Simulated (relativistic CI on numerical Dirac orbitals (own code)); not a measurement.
# K III (K²⁺): levels and lines

Aim: the low levels of K²⁺, their labels and the strongest lines; runs with one setting changed show what the result hangs on. Configuration energies are shifted onto measured levels.

Program: relativistic CI on numerical Dirac orbitals (own code) version 4. Level of theory: Dirac-Coulomb-Breit CI, KLI orbitals optimised for each configuration, model QED (radiative potential, 1s self-energy scaled to tabulated hydrogen-like ionisation energies), valence Slater integrals scaled by 0.85, configuration energies shifted to the measured levels that pair with them (semi-empirical). These are calculated values, not measurements, unless marked.

### Step 1. What is computed

- ion: K²⁺ (K III)
- nuclear charge: 19
- electrons: 17
- isotope: A = 39
- first configuration typed: [Ne] 3s2 3p5

The outer shells:

first configuration typed
```
[Ne] core
3s [↑↓]
3p [↑↓][↑↓][↑ ]
```

### Step 2. The main run

Settings, as recorded:

```ini
atom K  Z=19  charge=2  electrons=17
nucleus A=39  rms_radius_fm=3.4349
hamiltonian dirac-coulomb  breit=on  qed=on  c_scale=1
orbitals kli  potential=per-configuration
slater_scale 0.85
correlation fit
mixing on
configurations
  [Ne] 3s2 3p5
  [Ne] 3s 3p6
  [Ne] 3s2 3p4 3d
  [Ne] 3s2 3p4 4s
  [Ne] 3s2 3p4 4p
  [Ne] 3s2 3p4 5s
  [Ne] 3s2 3p3 3d2
  [Ne] 3s 3p5 3d
  [Ne] 3s2 3p4 4d
  [Ne] 3s2 3p4 5p
  [Ne] 3s2 3p4 4f
  [Ne] 3s2 3p4 5d
  [Ne] 3s2 3p4 5f
  [Ne] 3s2 3p4 5g
  [Ne] 3p5 3d2
  [Ne] 3s 3p5 4s
  [Ne] 3p6 3d
  [Ne] 3s 3p4 3d2
  [Ne] 3s 3p5 4p
  [Ne] 3s 3p5 4d
end
```

On the command line:

```console
python run_levels.py task.json out
```

task.json lists these runs, among others, and the program works through them in turn.

### Step 4. Slater integrals scaled by 0.75

The settings differ from step 2 so:

```diff
@@ -4,3 +4,3 @@
 orbitals kli  potential=per-configuration
-slater_scale 0.85
+slater_scale 0.75
 correlation fit
```

### Step 5. Slater integrals scaled by 1

The settings differ from step 4 so:

```diff
@@ -4,3 +4,3 @@
 orbitals kli  potential=per-configuration
-slater_scale 0.75
+slater_scale 1
 correlation fit
```

(Steps that only read results are left out.)

**Question.** What will these runs give? Wanted: lowest level; first excitation; lowest level of the other parity; fastest E1 line; mean error of paired levels.

**Answer**, as computed:

| run | time | mean size of shift, levels followed (cm⁻¹) | lowest level | mean error to measured (cm⁻¹) |
| --- | --- | --- | --- | --- |
| main run | 2.4 s | 0 | 3p5 2P°3/2 | 2070 |
| Slater integrals scaled by 0.75 | 3.3 s | 4778 | 3p5 2P°3/2 | - |
| Slater integrals scaled by 1 | 4.2 s | 1238 | 3p5 2P°3/2 | - |

```
                                                                        quantity                              value
                                                                    lowest level                         3p5 2P°3/2
                                                                first excitation            3p5 2P°1/2, 2143.2 cm⁻¹
                                                lowest level of the other parity          3s 3p6 2S1/2, 130617 cm⁻¹
                                                             levels in the model                                705
fastest E1 line (by rate) to the lowest level among the lowest 278 of 705 levels  40.93 nm, from 3p4 3d 2D5/2 (iii)
                                                     mean error of paired levels                  2070 cm⁻¹ over 33
```

3p5 2P°3/2 comes out lowest; its LS label holds 97 % and its jj label 97 %; over the low levels the means are 95 and 57 %, so LS coupling describes them better. The largest mover is «Slater integrals scaled by 0.75» (4778 cm⁻¹ on average). The configurations are shifted onto measured levels, so the match to them is no test; configurations with no paired level borrow a shift and can be far off. Lifetimes count radiative decay inside the model alone.
